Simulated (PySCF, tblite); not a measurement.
**C₆H₁₆NPSi: geometry, infrared bands and NMR shifts**

Aim: predict the infrared bands and NMR shifts of C₆H₁₆NPSi (`CP(C[SiH3])N1CCCC1`).

Computed with tblite 0.8.0 and PySCF 2.14.0, with density-fitted response routines of our own, on a single molecule in the gas phase. Atoms are numbered from 0 throughout.

## (1) Starting geometry

25 atoms, charge 0, multiplicity 1; geometry from: force field or distance geometry start.

Bonds of the start (Å): C0–P1 1.88, P1–C2 1.83, C2–Si3 1.84, P1–N4 1.81, N4–C5 1.45, C5–C6 1.52, C6–C7 1.52, C7–C8 1.51, C8–N4 1.48, C0–H9 1.08, C0–H10 1.12, C0–H11 1.12, C2–H12 1.14, C2–H13 1.11, Si3–H14 1.48, Si3–H15 1.47, Si3–H16 1.50, C5–H17 1.11, C5–H18 1.12, C6–H19 1.12, C6–H20 1.10, C7–H21 1.13, C7–H22 1.09, C8–H23 1.10, C8–H24 1.10.

## (2) Relaxing the molecule with GFN2-xTB

Job settings and geometry (Å):

```
{"job": {"kind": "relax", "xc": "GFN2-xTB", "basis": "xTB"}, "charge": 0, "multiplicity": 1}
C     -0.996000     2.333000     0.156500
P     -0.811800     0.486500    -0.115300
C     -2.349400    -0.255600     0.549500
Si    -2.655900    -2.005600     0.086200
N      0.654100     0.084800     0.868100
C      1.252100    -1.182700     0.488800
C      2.456200    -0.875600    -0.389700
C      2.113800     0.534100    -0.841000
C      1.651100     1.101300     0.482000
H     -0.500200     2.860600    -0.643100
H     -0.575600     2.576300     1.161300
H     -2.089900     2.545500     0.253500
H     -3.201800     0.341600     0.084400
H     -2.474500    -0.053500     1.633000
H     -2.998100    -2.069400    -1.353200
H     -1.565000    -2.908300     0.473700
H     -3.900900    -2.409900     0.809300
H      0.523900    -1.838500    -0.033700
H      1.646100    -1.616200     1.437800
H      3.389100    -0.782100     0.216200
H      2.559400    -1.582300    -1.224900
H      1.236200     0.437300    -1.541800
H      2.958600     1.075400    -1.259100
H      2.470400     1.141900     1.210500
H      1.197200     2.085400     0.278900
```

Command:

```bash
$ OMP_NUM_THREADS=1 python probes_run.py task.json out
```

One launch serves the whole session: the jobs run in the order shown.

Output:

```text
step      E/eV     max force
  0    -765.92226    2.786
  1    -766.26617    1.210
  2    -766.39229    0.720
  3    -766.48544    0.707
  4    -766.54161    0.621
  5    -766.58499    0.410
  6    -766.62059    0.404
  7    -766.65740    0.413
  8    -766.69320    0.528
  9    -766.72703    0.485
 10    -766.76189    0.410
 11    -766.79976    0.432
 12    -766.83997    0.501
 13    -766.87791    0.486
 14    -766.90942    0.367
 15    -766.93489    0.323
 16    -766.95818    0.322
 17    -766.98118    0.359
 18    -767.00000    0.317
 19    -767.01418    0.269
 20    -767.02769    0.254
 21    -767.04004    0.279
 22    -767.05022    0.243
 23    -767.05968    0.200
 24    -767.06940    0.169
 25    -767.07977    0.202
 26    -767.08913    0.187
 27    -767.09572    0.167
 28    -767.10040    0.176
 29    -767.10526    0.190
 30    -767.11085    0.196
 31    -767.11415    0.151
 32    -767.11606    0.087
 33    -767.11739    0.076
 34    -767.11864    0.074
 35    -767.11978    0.078
 36    -767.12067    0.078
 37    -767.12132    0.066
 38    -767.12188    0.052
 39    -767.12244    0.046
 40    -767.12297    0.045
 41    -767.12335    0.038
 42    -767.12361    0.036
 43    -767.12384    0.035
 44    -767.12412    0.041
 45    -767.12443    0.042
 46    -767.12468    0.034
 47    -767.12484    0.024
 48    -767.12497    0.023
 49    -767.12511    0.029
 50    -767.12526    0.030
 51    -767.12538    0.027
 52    -767.12547    0.023
 53    -767.12555    0.019
 54    -767.12564    0.022
 55    -767.12576    0.022
 56    -767.12587    0.030
 57    -767.12599    0.029
 58    -767.12613    0.024
 59    -767.12629    0.026
 60    -767.12647    0.025
 61    -767.12665    0.026
 62    -767.12682    0.031
 63    -767.12699    0.029
 64    -767.12714    0.023
 65    -767.12725    0.019
 66    -767.12735    0.017
 67    -767.12744    0.030
 68    -767.12757    0.035
 69    -767.12772    0.028
 70    -767.12787    0.026
 71    -767.12802    0.026
 72    -767.12820    0.039
 73    -767.12844    0.047
 74    -767.12875    0.040
 75    -767.12912    0.043
 76    -767.12955    0.046
 77    -767.13005    0.074
 78    -767.13063    0.087
 79    -767.13123    0.068
 80    -767.13171    0.048
 81    -767.13192    0.054
 82    -767.13246    0.047
 83    -767.13291    0.046
 84    -767.13346    0.049
 85    -767.13386    0.042
 86    -767.13429    0.044
 87    -767.13473    0.041
 88    -767.13513    0.041
 89    -767.13537    0.064
 90    -767.13572    0.037
 91    -767.13604    0.031
 92    -767.13642    0.033
 93    -767.13672    0.032
 94    -767.13699    0.029
 95    -767.13716    0.028
 96    -767.13731    0.028
 97    -767.13748    0.027
 98    -767.13768    0.034
 99    -767.13787    0.030
100    -767.13802    0.025
101    -767.13814    0.027
102    -767.13835    0.032
103    -767.13863    0.050
104    -767.13899    0.055
105    -767.13933    0.049
106    -767.13959    0.051
107    -767.13993    0.043
108    -767.14026    0.040
109    -767.14072    0.035
110    -767.14118    0.046
111    -767.14171    0.049
112    -767.14206    0.055
113    -767.14257    0.056
114    -767.14302    0.048
115    -767.14370    0.049
116    -767.14392    0.042
117    -767.14415    0.032
118    -767.14451    0.030
119    -767.14466    0.033
120    -767.14487    0.032
121    -767.14500    0.028
122    -767.14509    0.029
123    -767.14523    0.026
124    -767.14539    0.022
125    -767.14553    0.018
126    -767.14563    0.019
127    -767.14572    0.024
128    -767.14583    0.026
129    -767.14597    0.025
130    -767.14611    0.022
131    -767.14621    0.019
132    -767.14629    0.019
133    -767.14638    0.017
134    -767.14648    0.023
135    -767.14658    0.025
136    -767.14666    0.021
137    -767.14674    0.021
138    -767.14680    0.015
139    -767.14686    0.016
140    -767.14689    0.011
141    -767.14691    0.009
```

Wall time 1.2 s (1 thread of Arm Neoverse V2, shared host).

The steps of the relaxation: (not every step is listed)

```tsv
step	energy from step 0 (eV)	largest force (eV/Å)
0	0.0000	2.7859
1	-0.3439	1.2100
2	-0.4700	0.7204
3	-0.5632	0.7066
4	-0.6193	0.6210
5	-0.6627	0.4105
6	-0.6983	0.4045
7	-0.7351	0.4132
8	-0.7709	0.5277
20	-1.1054	0.2537
32	-1.1938	0.0872
44	-1.2019	0.0411
56	-1.2036	0.0300
68	-1.2053	0.0352
80	-1.2094	0.0479
92	-1.2142	0.0332
104	-1.2167	0.0554
116	-1.2217	0.0419
128	-1.2236	0.0256
136	-1.2244	0.0210
137	-1.2245	0.0208
138	-1.2245	0.0153
139	-1.2246	0.0163
140	-1.2246	0.0109
141	-1.2246	0.0093
```

Close pairs (by a distance rule), those that changed most:

```tsv
bond	before (Å)	after (Å)	change (Å)
C2–Si3	1.836	1.904	+0.068
P1–N4	1.810	1.746	-0.064
C2–H12	1.140	1.092	-0.048
C7–H21	1.127	1.090	-0.037
P1–C2	1.832	1.862	+0.030
Si3–H16	1.495	1.466	-0.030
C0–H11	1.119	1.089	-0.030
C6–H19	1.116	1.089	-0.027
```

The final coordinates are the input of the step that follows.

## (3) Vibrational analysis with GFN2-xTB

Job settings and geometry (Å):

```
{"job": {"kind": "ir", "xc": "GFN2-xTB", "basis": "xTB"}, "charge": 0, "multiplicity": 1}
C     -1.267980     2.331086     0.222996
P     -0.883144     0.633834    -0.426850
C     -2.144287    -0.265966     0.606277
Si    -2.421493    -2.102237     0.184626
N      0.490577     0.340540     0.609930
C      1.043845    -1.004041     0.514647
C      2.069265    -0.989434    -0.633335
C      2.429942     0.496420    -0.789466
C      1.652919     1.178473     0.345026
H     -0.667042     3.086701    -0.280652
H     -1.087274     2.370161     1.296630
H     -2.314855     2.545850     0.013813
H     -3.080833     0.267286     0.428769
H     -1.875345    -0.125699     1.655159
H     -1.887363    -2.420250    -1.141375
H     -1.778382    -2.954301     1.190772
H     -3.862109    -2.372119     0.196979
H      0.260040    -1.744628     0.364854
H      1.545974    -1.217934     1.465368
H      2.938053    -1.600690    -0.393910
H      1.618985    -1.377169    -1.546691
H      2.085172     0.876261    -1.751521
H      3.500101     0.679147    -0.709571
H      2.257449     1.192199     1.259265
H      1.366849     2.200653     0.106089
```

Output:

```text
mode    cm-1     km/mol
  1     -16.3      0.45
  2      49.6      0.03
  3      78.0      0.20
  4      95.2      0.72
  5     128.4      0.90
  6     145.5      1.18
  7     174.0      0.06
  8     207.9      0.37
  9     259.2      0.28
 10     267.2      2.12
 11     338.6      0.31
 12     345.1      1.23
 13     519.6     37.55
 14     527.8     26.74
 15     620.6      0.96
 16     633.3      2.37
 17     660.1     28.70
 18     674.9     46.21
 19     709.4     33.04
 20     725.2     53.94
 21     784.2    231.71
 22     796.6    169.74
 23     801.3    356.74
 24     811.5    114.21
 25     827.5     11.75
 26     855.5     38.52
 27     862.1      7.46
 28     867.1     65.27
 29     961.3      0.41
 30     971.2     36.69
 31     989.4      0.93
 32    1006.2     36.53
 33    1040.9      7.10
 34    1086.0      2.15
 35    1101.0     11.46
 36    1132.2     12.39
 37    1147.2     29.72
 38    1175.8      4.08
 39    1184.6      1.78
 40    1211.8      1.35
 41    1244.2     16.00
 42    1290.4      1.92
 43    1296.2      1.40
 44    1305.9      0.58
 45    1310.6      0.13
 46    1312.6     17.07
 47    1410.7      2.97
 48    1440.2      1.23
 49    1466.6      2.47
 50    1472.0      1.03
 51    1481.7      0.02
 52    1485.3      0.63
 53    1501.3      1.55
 54    2232.4    335.53
 55    2245.7    373.50
 56    2255.1    197.28
 57    2915.7     15.63
 58    2919.1     81.27
 59    2947.8     12.38
 60    2953.2     20.57
 61    2984.8      1.09
 62    2987.6      5.09
 63    2998.4     26.46
 64    3000.9     65.94
 65    3005.1      9.66
 66    3009.1     13.98
 67    3013.6     88.05
 68    3014.7     30.11
 69    3020.7     45.57
```

It took 1.1 s on 1 thread of Arm Neoverse V2, shared host.

Which atoms move in the most intense modes:

```tsv
cm⁻¹	km/mol	atoms
784	231.7	H15 48 %, H14 37 %
797	169.7	H16 46 %, H14 40 %
801	356.7	C2 36 %, Si3 20 %, H15 11 %
812	114.2	H16 29 %, H15 29 %, C2 18 %, H14 11 %
2232	335.5	H15 94 %
2246	373.5	H16 88 %
2255	197.3	H14 91 %
3014	88.0	H22 48 %, H17 23 %, H19 19 %
```

## (4) Shielding tensors: PBE0/pcSseg-1

Settings changed since step 3:

```diff
@@ -1,2 +1,2 @@
-{"job": {"kind": "ir", "xc": "GFN2-xTB", "basis": "xTB"}, "charge": 0, "multiplicity": 1}
+{"job": {"kind": "nmr", "xc": "PBE0", "basis": "pcSseg-1"}, "charge": 0, "multiplicity": 1}
 C     -1.267980     2.331086     0.222996
```

With the program's defaults for keys left out, this is: GIAO PBE0/pcSseg-1 NMR shielding, non-relativistic, gas phase.

Output:

```text
coarse grid: 20752 points
cycle   1  E = -923.0672748994  dE =  8.430e-01  |g| = 4.849e-01  |ddm| = 4.482e+00
cycle   2  E = -923.0493170957  dE =  1.796e-02  |g| = 5.542e-01  |ddm| = 9.668e-01
cycle   3  E = -923.1266565119  dE = -7.734e-02  |g| = 6.971e-02  |ddm| = 5.814e-01
cycle   4  E = -923.1274398727  dE = -7.834e-04  |g| = 3.690e-02  |ddm| = 9.937e-02
cycle   5  E = -923.1277321452  dE = -2.923e-04  |g| = 7.728e-03  |ddm| = 4.241e-02
cycle   6  E = -923.1277448574  dE = -1.271e-05  |g| = 2.076e-03  |ddm| = 9.532e-03
cycle   7  E = -923.1277459304  dE = -1.073e-06  |g| = 4.733e-04  |ddm| = 2.593e-03
final grid: 188048 points
cycle   8  E = -923.1819243677  dE = -5.459e-05  |g| = 1.061e-02  |ddm| = 3.952e-02
cycle   9  E = -923.1819080687  dE =  1.630e-05  |g| = 1.346e-02  |ddm| = 2.183e-02
cycle  10  E = -923.1819526022  dE = -4.453e-05  |g| = 1.255e-03  |ddm| = 1.313e-02
cycle  11  E = -923.1819529131  dE = -3.110e-07  |g| = 4.150e-04  |ddm| = 1.576e-03
cycle  12  E = -923.1819529498  dE = -3.671e-08  |g| = 6.143e-05  |ddm| = 4.445e-04
cycle  13  E = -923.1819529507  dE = -8.342e-10  |g| = 1.969e-05  |ddm| = 9.600e-05
converged SCF energy = -923.1819529507

GIAO shielding tensors (ppm)
atom      isotropic    diamagn.    paramagn.     s11        s22        s33       span
  0 C      160.617     256.667     -96.050    141.814    153.787    186.249     44.436
  1 P      264.987     968.541    -703.554    174.691    271.918    348.351    173.660
  2 C      171.921     260.369     -88.448    149.898    168.642    197.222     47.325
  3 Si     420.297     879.473    -459.175    385.682    407.566    467.644     81.962
  4 N      184.482     328.364    -143.882    161.108    193.194    199.145     38.038
  5 C      131.663     248.022    -116.359     95.578    131.508    167.904     72.326
  6 C      160.888     250.388     -89.500    129.371    175.568    177.725     48.355
  7 C      160.209     251.329     -91.120    129.483    174.653    176.490     47.007
  8 C      132.906     247.395    -114.489     95.229    132.954    170.535     75.307
  9 H       30.169      32.517      -2.348     25.159     28.642     36.706     11.547
 10 H       30.318      33.259      -2.940     27.718     28.268     34.969      7.251
 11 H       30.825      31.885      -1.061     26.092     28.719     37.663     11.571
 12 H       31.245      33.106      -1.860     24.514     30.960     38.262     13.748
 13 H       30.657      34.426      -3.769     27.473     29.534     34.964      7.491
 14 H       27.756      29.373      -1.617     24.165     27.449     31.655      7.490
 15 H       27.607      29.328      -1.721     24.073     26.110     32.638      8.566
 16 H       27.607      28.470      -0.863     23.512     25.210     34.098     10.586
 17 H       28.863      34.216      -5.353     22.289     29.749     34.551     12.262
 18 H       28.825      32.173      -3.349     22.589     27.434     36.450     13.861
 19 H       30.165      30.121       0.045     24.650     27.753     38.092     13.442
 20 H       29.800      31.213      -1.413     25.211     27.881     36.310     11.099
 21 H       29.944      31.190      -1.246     25.846     27.470     36.515     10.668
 22 H       30.181      29.654       0.527     24.768     27.570     38.205     13.437
 23 H       28.977      31.320      -2.343     22.345     27.573     37.012     14.667
 24 H       28.722      33.132      -4.409     22.658     30.047     33.462     10.804
```

It took 46 s on 1 thread of Arm Neoverse V2, shared host; peak memory 1.1 GiB.

The references, computed at this level on geometries of the same kind, shield at (ppm): 1H TMS 31.72, 13C TMS 186.9, 29Si TMS 349.2, 15N NH3 267.7, 31P H3PO4 318.4. Their shielding less the atom's gives the shift. The references are single molecules in the gas phase, so shifts against H2O, NH3, PH3, H3PO4 or CFCl3 are not on the usual liquid scales and can be off by tens of ppm. Atoms listed in one row are averaged.

```tsv
atoms	environment	σ (ppm)	δ (ppm)	δ scaled to CDCl3
C5, C8	sp3 CH2 bonded to N	132.3	54.6	51.4
C6, C7	sp3 CH2 in a ring	160.5	26.4	23.8
C0	methyl carbon bonded to P	160.6	26.3	23.8
C2	sp3 CH2 bonded to P and Si	171.9	15.0	12.7
H14, H15, H16	hydrogen on a silicon bonded to C	27.66	4.06	–
H17, H18, H23, H24	hydrogen on an sp3 CH2 bonded to N	28.85	2.87	2.81
H19, H20, H21, H22	hydrogen on an sp3 CH2 in a ring	30.02	1.69	1.70
H9, H10, H11	hydrogen on a methyl carbon bonded to P	30.44	1.28	1.31
H12, H13	hydrogen on an sp3 CH2 bonded to P and Si	30.95	0.77	0.83
P1	phosphorus bonded to 2 C, N	265.0	53.4	–
Si3	silicon bonded to C, 3 H	420.3	-71.1	–
N4	nitrogen bonded to 2 C, P, in a 5-membered ring	184.5	83.2	–
```

The scaled column applies a straight-line fit of computed shieldings to shifts measured in CDCl3 (root-mean-square error 0.16 ppm for H, 1.9 ppm for C).

Charges from the same density, by scheme (e):

```tsv
atoms	Mulliken	IAO	Hirshfeld	ESP fit
C0	-0.50	-0.61	-0.17	-0.46
P1	0.50	0.60	0.19	-0.02
C2	-0.76	-0.73	-0.21	-0.46
Si3	0.48	0.59	0.30	0.37
N4	-0.71	-0.47	-0.14	-0.34
C5, C8	-0.05	-0.16	-0.03	0.11
C6, C7	-0.24	-0.29	-0.08	-0.07
```

Mayer bond orders: C0–P1 0.99, P1–C2 0.95, C2–Si3 0.88, P1–N4 0.84, N4–C5 0.97, C5–C6 1.03, C6–C7 1.04, C7–C8 1.02, C8–N4 0.96.

Ring of atoms N4, C5, C6, C7, C8: NICS(0) -6.2, NICS(1) -4.0, NICS(1)zz -7.2 ppm (means of both faces).

## (5) Results

| quantity | value |
| --- | --- |
| strongest single infrared mode (GFN2-xTB) | 2246 cm⁻¹, 374 km/mol |
| zero-point energy (GFN2-xTB) | 129.1 kcal/mol |
| 13C shifts against TMS (PBE0/pcSseg-1, means over atoms taken as alike) | 54.6, 26.4, 26.3, 15.0 ppm |
| 1H shifts against TMS (PBE0/pcSseg-1, means over atoms taken as alike) | 4.06, 2.87, 1.69, 1.28, 0.77 ppm |
| 31P shifts against H3PO4 (PBE0/pcSseg-1) | 53.4 ppm |
| 29Si shifts against TMS (PBE0/pcSseg-1) | -71.1 ppm |
| 15N shifts against NH3 (PBE0/pcSseg-1) | 83.2 ppm |

**Reading.** Over 141 steps the energy fell by 1.225 eV; of the close pairs, C2–Si3 changed most, 1.836 to 1.904 Å. The lowest mode is slightly imaginary (16i cm⁻¹), a soft motion within the noise of the Hessian, so the minimum is not strictly shown. The strongest single mode, at 2246 cm⁻¹, moves mainly H16. Unscaled tight-binding wavenumbers are off by several per cent, some by more. Its intensities can rank the bands wrongly. The most deshielded carbon is C5, C8 (mean) (sp3 CH2 bonded to N), at 54.6 ppm: deshielded by the electronegative neighbour. At PBE0/pcSseg-1: The largest span, 174 ppm, is at P1, where the paramagnetic term is -704 ppm.
